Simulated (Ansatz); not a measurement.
# NH3 with AsH3: superposition error and deformation, part 3 of 3

Ansatz 0.2.0, Gaussian basis. The steps go on from the part before.

## Step 25: B97M-V/def2-TZVPPD

The inputs:

free-a/in.yaml

```yaml
crystal:
  periodic: [false, false, false]
  atoms:
    - {symbol: N, position_ang: [0.068036, 0.106673, -1.572101]}
    - {symbol: H, position_ang: [0.770248, -0.512647, -1.957591]}
    - {symbol: H, position_ang: [-0.804051, -0.103906, -2.041596]}
    - {symbol: H, position_ang: [0.326796, 1.049718, -1.834751]}
basis:
  gaussian: {orbitals: "def2-TZVPPD.json"}
hamiltonian: {xc: {name: B97M-V}}
```

free-b/in.yaml

```yaml
crystal:
  periodic: [false, false, false]
  atoms:
    - {symbol: As, position_ang: [0.336648, 0.289095, 1.646421]}
    - {symbol: H, position_ang: [-1.152004, 0.369245, 1.341059]}
    - {symbol: H, position_ang: [0.381074, -1.192648, 1.302589]}
    - {symbol: H, position_ang: [0.073254, -0.005631, 3.115970]}
basis:
  gaussian: {orbitals: "def2-TZVPPD.json"}
hamiltonian: {xc: {name: B97M-V}}
```

One command serves all of them, each in its own folder.

Run with:

```console
$ ansatz run in.yaml --threads 4 --pin off --events-out ev --progress --plain --max-ram 9574MiB
```

free-a printed (excerpt; [...] marks lines left out):

```text
Functional definition: B97M-V
  name "B97M-V"
  cite "Mardirossian & Head-Gordon, J. Chem. Phys. 142, 074111 (2015) doi:10.1063/1.4907719"
  cite "Becke, J. Chem. Phys. 107, 8554 (1997) doi:10.1063/1.475007"
  cite "Vydrov & Van Voorhis, J. Chem. Phys. 133, 244103 (2010) doi:10.1063/1.3521275"
  # Of w^i u^j: cxij and so on, Table III.
[...]
  gx(w, u) = cx00 + cx01*u + cx02*u^2 + (cx10 + cx11*u)*w
[...]
  gos(w, u) = cos00 + cos01*u + cos03*u^3 + cos10*w + cos32*w^3*u^2
[...]
      + integral(e_c_pw_mod_opposite_spin*gos(b97_w_opposite, b97_u_opposite)) + vv10(b, c)
356 factors; their error is unknown
[...]
mean field -1539.43523155 eV, -56.5732012929 hartree, gradient 5.4e-5 eV, S^2 0.000000; 0 other end points of the search recorded, 0 dependent functions left out
reference -1539.43527135 eV, -56.5732027555 hartree; 5, 5 occupied and 83, 83 virtual orbitals, 356 factors
Total energy: -1539.43527135 eV, -56.5732027555 hartree
```

Log of free-b (excerpt; [...] marks lines left out):

```text
[... 5 set-up lines as earlier in the session ...]
  # Of w^i u^j: cxij and so on, Table III.
[...]
  gx(w, u) = cx00 + cx01*u + cx02*u^2 + (cx10 + cx11*u)*w
[...]
  gos(w, u) = cos00 + cos01*u + cos03*u^3 + cos10*w + cos32*w^3*u^2
[...]
      + integral(e_c_pw_mod_opposite_spin*gos(b97_w_opposite, b97_u_opposite)) + vv10(b, c)
584 factors; their error is unknown
[...]
mean field -60878.68957283 eV, -2237.2505767435 hartree, gradient 3.2e-5 eV, S^2 0.000000; 0 other end points of the search recorded, 0 dependent functions left out
reference -60878.68961522 eV, -2237.2505783016 hartree; 18, 18 occupied and 87, 87 virtual orbitals, 584 factors
Total energy: -60878.68961522 eV, -2237.2505783016 hartree
```

They took 0.7 s (free-a), 1.8 s (free-b) on 4 threads of Arm Neoverse V1, shared host.

## Step 26: HSE06-D4/def2-TZVPPD

Each input of step 25 (free-a, free-b) changes in the same lines:

```diff
-hamiltonian: {xc: {name: B97M-V}}
+hamiltonian: {xc: hse06, dispersion: d4}
```

Each run has its own folder and the same command.

Run with:

```console
$ ansatz run in.yaml --threads 4 --pin off --events-out ev --progress --plain --max-ram 9574MiB
```

free-a printed (excerpt; [...] marks lines left out):

```text
[... 6 set-up lines as earlier in the session ...]
[...]
  # The whole range is PBE's own exchange, as in plane waves. The composition of these papers is wPBEh.
[...]
356 factors; their error is unknown
44 factors; integrals over basis functions are off by at most 2.9e-6 eV
[...]
mean field -1537.82551313 eV, -56.5140452321 hartree, gradient 3.0e-5 eV, S^2 0.000000; 0 other end points of the search recorded, 0 dependent functions left out
reference -1537.82553958 eV, -56.5140462041 hartree; 5, 5 occupied and 83, 83 virtual orbitals, 356 factors
Total energy: -1537.83374133 eV, -56.5143476128 hartree
```

Log of free-b (excerpt; [...] marks lines left out):

```text
[... 6 set-up lines as earlier in the session ...]
[...]
614 factors; their error is unknown
56 factors; integrals over basis functions are off by at most 3.1e-6 eV
[...]
mean field -60882.40729123 eV, -2237.3872003750 hartree, gradient 9.6e-6 eV, S^2 0.000000; 0 other end points of the search recorded, 0 dependent functions left out
reference -60882.40732180 eV, -2237.3872014985 hartree; 18, 18 occupied and 87, 87 virtual orbitals, 614 factors
Total energy: -60882.43222819 eV, -2237.3881167911 hartree
```

Wall times: 0.31 s (free-a), 0.71 s (free-b) on 4 threads of Arm Neoverse V1, shared host.

## Step 27: CCSD(T)/def2-TZVPPD

Each input of step 26 (free-a, free-b) changes in the same lines:

```diff
-hamiltonian: {xc: hse06, dispersion: d4}
+correlation: {method: ccsd_t}
```

One command serves all of them, each in its own folder.

Run with:

```console
$ ansatz run in.yaml --threads 4 --pin off --events-out ev --progress --plain --max-ram 9574MiB
```

Output in free-a (excerpt; [...] marks lines left out):

```text
[... 4 set-up lines as earlier in the session ...]
[...]
500 factors; integrals over basis functions are off by at most 7.8e-4 eV
[...]
mean field -1529.87711638 eV, -56.2219470390 hartree, gradient 5.0e-7 eV, S^2 0.000000; 0 other end points of the search recorded, 0 dependent functions left out
1 core orbitals not correlated: weight in the atoms' cores, before any rotation towards them, 1.000 or more for the frozen orbitals, at most 0.000 for the correlated occupied ones
reference -1529.87711638 eV, -56.2219470390 hartree; 4, 4 occupied and 83, 83 virtual orbitals, 500 factors
second order -6.43522578 eV of doubles, -0.00000000 eV of singles
cycle   1  -6.61124648 eV  change   -1.8e-1 eV  update   4.2e-2
[...]
cycle   9  -6.76753224 eV  change    2.9e-6 eV  update   5.7e-6
perturbative correction -0.21608490 eV, -0.0079409736 hartree
Total energy: -1536.86073352 eV, -56.4785902354 hartree
```

Output in free-b (excerpt; [...] marks lines left out):

```text
[... 4 set-up lines as earlier in the session ...]
[...]
602 factors; integrals over basis functions are off by at most 7.2e-4 eV
[...]
mean field -60842.79981991 eV, -2235.9316526508 hartree, gradient 2.7e-6 eV, S^2 0.000000; 0 other end points of the search recorded, 0 dependent functions left out
9 core orbitals not correlated: weight in the atoms' cores, before any rotation towards them, 1.000 or more for the frozen orbitals, at most 0.000 for the correlated occupied ones
reference -60842.79981991 eV, -2235.9316526508 hartree; 9, 9 occupied and 87, 87 virtual orbitals, 602 factors
second order -7.86301650 eV of doubles, -0.00000000 eV of singles
cycle   1  -8.03505873 eV  change   -1.7e-1 eV  update   6.8e-2
[...]
cycle   8  -8.34641481 eV  change   -1.5e-5 eV  update   1.8e-5
perturbative correction -0.26805610 eV, -0.0098508799 hartree
Total energy: -60851.41429082 eV, -2236.2482286175 hartree
```

Wall times: 0.65 s (free-a), 1.8 s (free-b) on 4 threads of Arm Neoverse V1, shared host.

## Step 28: The split

```tsv
method	interaction with counterpoise (meV)	without	superposition error	deformation	binding energy
PBE-D4	-91	-99	8	1	-90
revPBE-D4	-81	-90	8	1	-80
BLYP-D4	-78	-87	9	1	-77
r2SCAN-D4	-73	-80	7	2	-71
B97M-V	-90	-97	6	2	-89
PBE0-D4	-86	-93	7	1	-85
B3LYP-D4	-82	-89	7	1	-81
HSE06-D4	-86	-92	6	1	-84
wB97X-V	-77	-83	6	1	-76
wB97M-V	-80	-89	9	1	-79
B2PLYP	-38	-50	12	1	-37
Hartree-Fock	1	-4	5	-1	1
MP2	-62	-87	25	2	-60
CCSD	-47	-70	23	1	-46
CCSD(T)	-58	-83	25	1	-57
```

## Step 29: Outcome

The summary covers parts 1 to 3.

| quantity | value |
| --- | --- |
| interaction, CCSD(T) | -58 meV |
| superposition error | 25 meV |
| deformation | 1 meV |
| binding energy | -57 meV |

In words: In this basis the superposition error is 25 meV for CCSD(T) and 7 meV on average for the plain functionals: correlated methods borrow far more, since they need many more functions to converge. Deformation takes back 2 % of the interaction. The free shapes are PBE0-D4 minima, so other methods can show a small negative deformation energy.
